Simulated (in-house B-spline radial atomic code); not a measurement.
# Tm⁺: ionisation energy by several methods

An exercise on one series of results from a longer session: the logs are not shown, and one member is left open.

Program: in-house B-spline radial atomic code version 1. Level of theory: Dirac-Coulomb, several functionals; spherical all-electron atom at the radial basis limit. These are calculated values, not measurements, unless marked.

## The atom as given

- element: thulium (Z = 69)
- charge: +1
- electrons: 68
- configuration: [Xe] 4f13 6s1
- nucleus: Fermi, rms radius 5.226 fm

The outer shells:

[Xe] 4f13 6s1
```
[Xe] core
4f [↑↓][↑↓][↑↓][↑↓][↑↓][↑↓][↑ ]
6s [↑ ]
```

The boxes only draw the filling; these runs are spin-restricted and spherical.

Set-up of the first run:

The run's settings:

```ini
Z = 69
electrons = 68.0
configuration = [Xe] 4f13 6s1
hamiltonian = dirac
method = b88,lyp
spin_polarised = False
nucleus = fermi
rms_radius = 5.2256
mass_number = 169
atomic_mass = 168.934218956
speed_of_light = 137.035999084
```

Steps of the session up to this table: BLYP, a GGA; LDA (PW92); relativistic LDA; AM05, a GGA; exchange-only LDA; OLYP, a GGA.

One table of the session follows, with a row left open; its other results are not shown here.

```
           method  ΔSCF (eV)
       LDA (PW92)          ?
 relativistic LDA     12.278
exchange-only LDA     11.417
             BLYP     12.248
             AM05     11.950
             OLYP     11.967
```

**Question.** Estimate the row for LDA (PW92).

The run gave: ΔSCF (eV): 12.310. In the column «ΔSCF (eV)» it is the highest.
